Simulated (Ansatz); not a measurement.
# C₂H₆FNOSi: one species, many methods

An exercise on one series of results from a longer session: the logs are not shown, and one member is left open.

The runs use Ansatz 0.2.0, Gaussian basis; functionals in def2-TZVPP, the program's frozen cores in correlated methods.

The runs, in order: PBE-D4, r2SCAN-D4, PBE0-D4, B3LYP-D4, ωB97X-V, ωB97M-V, B2PLYP; CCSD(T)/def2-TZVPP; MP2/def2-QZVPP; extrapolation to the limit.

### The geometry

The geometry comes from an earlier relaxation with PBE0-D4 in a triple-zeta def2 set; it is a stationary point, not always the lowest conformer.

SMILES `FC1OCN1[SiH3]`, 12 atoms, charge 0, spin multiplicity 1.

Atoms are counted from 1 here; the program's logs count them from 0.

Bond lengths: F1–C2 1.375 Å, C2–O3 1.394 Å, C2–N5 1.424 Å, C2–H7 1.095 Å, O3–C4 1.432 Å, C4–N5 1.454 Å, C4–H8 1.094 Å, C4–H9 1.097 Å, N5–Si6 1.728 Å, Si6–H10 1.488 Å, Si6–H11 1.482 Å, Si6–H12 1.485 Å. Angles: F1–C2–O3 111.6°, F1–C2–N5 114.0°, F1–C2–H7 105.4°, O3–C2–N5 92.9°, O3–C2–H7 114.5°, N5–C2–H7 118.4°, C2–O3–C4 89.4°, O3–C4–N5 90.1°, O3–C4–H8 111.6°, O3–C4–H9 112.3°, N5–C4–H8 114.6°, N5–C4–H9 116.1°, H8–C4–H9 110.6°, C2–N5–C4 87.3°, C2–N5–Si6 130.9°, C4–N5–Si6 132.9°, N5–Si6–H10 113.9°, N5–Si6–H11 106.7° and more.

The first run:

File in.yaml:

```yaml
crystal:
  periodic: [false, false, false]
  atoms:
    - {symbol: F, position_ang: [-0.947027, 1.694817, 0.949834]}
    - {symbol: C, position_ang: [-0.093254, 0.652436, 1.225528]}
    - {symbol: O, position_ang: [-0.762424, -0.415545, 1.821487]}
    - {symbol: C, position_ang: [-0.508237, -1.205096, 0.654170]}
    - {symbol: N, position_ang: [0.268857, -0.116778, 0.082971]}
    - {symbol: Si, position_ang: [0.603814, 0.361211, -1.543936]}
    - {symbol: H, position_ang: [0.706001, 1.084755, 1.836260]}
    - {symbol: H, position_ang: [0.071680, -2.101737, 0.892427]}
    - {symbol: H, position_ang: [-1.430212, -1.471735, 0.122459]}
    - {symbol: H, position_ang: [-0.607638, 0.728640, -2.326786]}
    - {symbol: H, position_ang: [1.518019, 1.525404, -1.467060]}
    - {symbol: H, position_ang: [1.257323, -0.791571, -2.213454]}
basis:
  gaussian: {orbitals: def2-TZVPP}
hamiltonian: {xc: pbe, dispersion: d4}
output: {forces: true, orbitals: {seedname: orbitals}}
```

On the command line:

```console
$ ansatz run in.yaml --threads 4 --pin off --events-out ev --progress --plain --max-ram 10444MiB
```

Among the steps run: PBE-D4 (GGA); r2SCAN-D4 (meta-GGA); PBE0-D4 (hybrid); B3LYP-D4 (hybrid); ωB97X-V (range-separated); ωB97M-V (range-separated); B2PLYP (double hybrid); CCSD(T) in def2-TZVPP; MP2 in def2-QZVPP.

One of the session's tables, all rows but one given; the rest of the session is left out.

It belongs to the step «Atomisation energies». 

```
            method  atomisation energy (kcal/mol)
            PBE-D4                         1091.6
         r2SCAN-D4                         1062.3
           PBE0-D4                         1064.5
          B3LYP-D4                         1060.8
           ωB97X-V                         1070.4
           ωB97M-V                         1067.2
            B2PLYP                              ?
     HF/def2-TZVPP                          732.3
    MP2/def2-TZVPP                         1052.9
   CCSD/def2-TZVPP                         1011.1
CCSD(T)/def2-TZVPP                         1029.8
           MP2/CBS                         1084.1
       CCSD(T)/CBS                         1060.9
```

Estimate the missing values for B2PLYP.

**Answer.** atomisation energy (kcal/mol): 1048.8. In the column «atomisation energy (kcal/mol)» it lies between CCSD(T)/def2-TZVPP (1029.8) and MP2/def2-TZVPP (1052.9).
